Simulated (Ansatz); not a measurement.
# NiMoIrPdW in Ansatz: convergence with k mesh

Crystal: NiMoIrPdW.

```
Ni Mo Pd Ir W
1.0
     2.76078    0.00000    0.00000
    -1.38039    2.39090    0.00000
     0.00000    0.00000   11.34051
Ni Mo Pd Ir W
1 1 1 1 1
Direct
  0.00000 0.00000 0.70917
  0.66667 0.33333 0.29425
  0.66667 0.33333 0.89901
  0.00000 0.00000 0.10604
  0.66667 0.33333 0.52921
```

The cell was built by a generator and needn't be a form met in nature.

```yaml
Program: Ansatz 0.2.0
Task: convergence study
Functional: PBE
Potentials_or_basis: Ansatz PAW
Cutoff: "420 eV (not typed: the program's choice for these potentials)"
k_mesh: 3 × 3 × 1
Occupations: fermi-dirac, width 0.05 eV
Spin: collinear spin, ferromagnetic start
Starting_moments: "[1.0, 1.0, 0.0, 0.6, 0.0] μB"
```

These are the settings of the first run; the series varies k mesh, with any setting tied to it.

Hardware: 8 threads of Intel(R) Xeon(R) Platinum 8259CL CPU @ 2.50GHz (Skylake/Cascade Lake) (shared host).

| k mesh | energy less the tightest run, at zero smearing (meV/atom) | pressure (GPa) | largest force (eV/Å) | absolute moment (μB) | SCF cycles | CPU time (s) | peak memory (GiB) |
| --- | --- | --- | --- | --- | --- | --- | --- |
| 3 × 3 × 1 | 318.63 | 5.03 | 0.576 | 1.88 | 33 | 16 | 0.55 |
| 4 × 4 × 1 | 7.96 | 0.97 | 0.344 | 0.97 | 19 | 12 | 0.55 |
| 5 × 5 × 2 | -11.71 | -0.59 | 0.519 | 0.00 | 15 | 20 | 0.59 |
| 6 × 6 × 2 | -0.64 | 0.08 | 0.081 | 0.69 | 19 | 33 | 0.62 |
| 8 × 8 × 2 | 4.27 | 0.03 | 0.297 | 0.00 | 18 | 35 | 0.65 |
| 10 × 10 × 2 | -7.18 | -0.14 | 0.190 | 0.24 | 42 | 86 | 0.71 |
| 12 × 12 × 3 | 2.78 | 0.01 | 0.011 | 0.00 | 44 | 160 | 0.81 |
| 15 × 15 × 4 | 1.27 | -0.07 | 0.100 | 0.00 | 46 | 310 | 1 |
| 18 × 18 × 4 | 0.00 | -0.10 | 0.099 | 0.00 | 49 | 510 | 1.2 |

Against the tightest run, the pressure stays within 0.1 GPa from 15 × 15 × 4 on; the largest force stays within 0.005 eV/Å from 15 × 15 × 4 on; the absolute moment stays within 0.02 μB from 12 × 12 × 3 on. Not settled before the last step: the energy (to 1 meV/atom). Meshes of other sizes hit other points, so gaps and Fermi surfaces needn't settle smoothly. The tightest run that finished is the yardstick and may itself not be fully converged.

Caveat, for the tightest run too: the starting moments weren't kept. The run has no spin-orbit coupling, so splittings on Ir, W are missing.
